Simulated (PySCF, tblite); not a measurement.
# C4H7F2OSi radical: geometry, infrared bands and EPR parameters

Aim: predict the infrared bands and EPR parameters of C4H7F2OSi radical (`FC[C@H]1CO[SiH2][C]1F`).

Computed with tblite 0.8.0 and PySCF 2.14.0, with density-fitted response routines of our own, on a single molecule in the gas phase. Atoms are numbered from 0 throughout.

## Step 1: The starting structure

15 atoms, charge 0, multiplicity 2; geometry from: force field or distance geometry start.

Bonds of the start (Å): F0–C1 1.37, C1–C2 1.53, C2–C3 1.46, C3–O4 1.36, O4–Si5 1.71, Si5–C6 1.87, C6–F7 1.38, C6–C2 1.54, C1–H8 1.12, C1–H9 1.09, C2–H10 1.11, C3–H11 1.15, C3–H12 1.12, Si5–H13 1.46, Si5–H14 1.46.

## Step 2: Relaxing the molecule with GFN2-xTB

What the job is given:

```
{"job": {"kind": "relax", "xc": "GFN2-xTB", "basis": "xTB"}, "charge": 0, "multiplicity": 2}
F     -2.277700    -1.229200     0.677500
C     -1.896100    -0.199200    -0.143900
C     -0.382400    -0.052100    -0.016700
C      0.399400    -1.216400    -0.410800
O      1.698000    -0.916100    -0.701700
Si     1.908600     0.777000    -0.584300
C      0.097200     1.169100    -0.825100
F     -0.283300     2.339600    -0.207300
H     -2.307800     0.743300     0.308800
H     -2.194600    -0.308600    -1.186000
H     -0.177800     0.208600     1.038000
H      0.447300    -1.895000     0.511200
H     -0.119000    -1.875200    -1.148600
H      2.333500     1.093500     0.778700
H      2.750400     1.368800    -1.617500
```

On the command line:

```
> OMP_NUM_THREADS=1 python probes_run.py task.json out
```

The driver reads the jobs from task.json and runs them one after another.

**Question.** This job is followed by: GFN2-xTB harmonic vibrations, gas phase; UKS B3LYP, pcH-1 on C F H O Si, non-relativistic, mean-field spin-orbit, GIAO. What will the session give for the following? strongest single infrared mode (GFN2-xTB); zero-point energy (GFN2-xTB); g(iso) (B3LYP); ⟨S²⟩; largest a(iso); potential on the surface of density 0.002 e/bohr³, 1st and 99th percentile.

As calculated:

| quantity | value |
| --- | --- |
| strongest single infrared mode (GFN2-xTB) | 2247 cm⁻¹, 330 km/mol |
| zero-point energy (GFN2-xTB) | 64.0 kcal/mol |
| g(iso) (B3LYP) | 2.00409 |
| ⟨S²⟩ | 0.754 (exact 0.75) |
| largest a(iso) | 19F on F7, 144.9 MHz |
| potential on the surface of density 0.002 e/bohr³, 1st and 99th percentile | -1.13 V and 1.56 V |

Over 96 steps the energy fell by 1.071 eV; of the close pairs, C2–C3 changed most, 1.457 to 1.544 Å. The lowest mode is slightly imaginary (12i cm⁻¹), a soft motion within the noise of the Hessian, so the minimum is not strictly shown. The strongest single mode, at 2247 cm⁻¹, moves mainly H14. GFN2-xTB is a fitted tight-binding method: band positions and strengths are rough. Its intensities can rank the bands wrongly. C6 carries the largest spin population, 0.88 e. The isotropic g lies 1.8 ppt above the free-electron value. These values are for one conformer; the search (at its own cheap level) found 2 more, at 0.92, 1.66 kcal/mol, and measured spectra average over such forms.
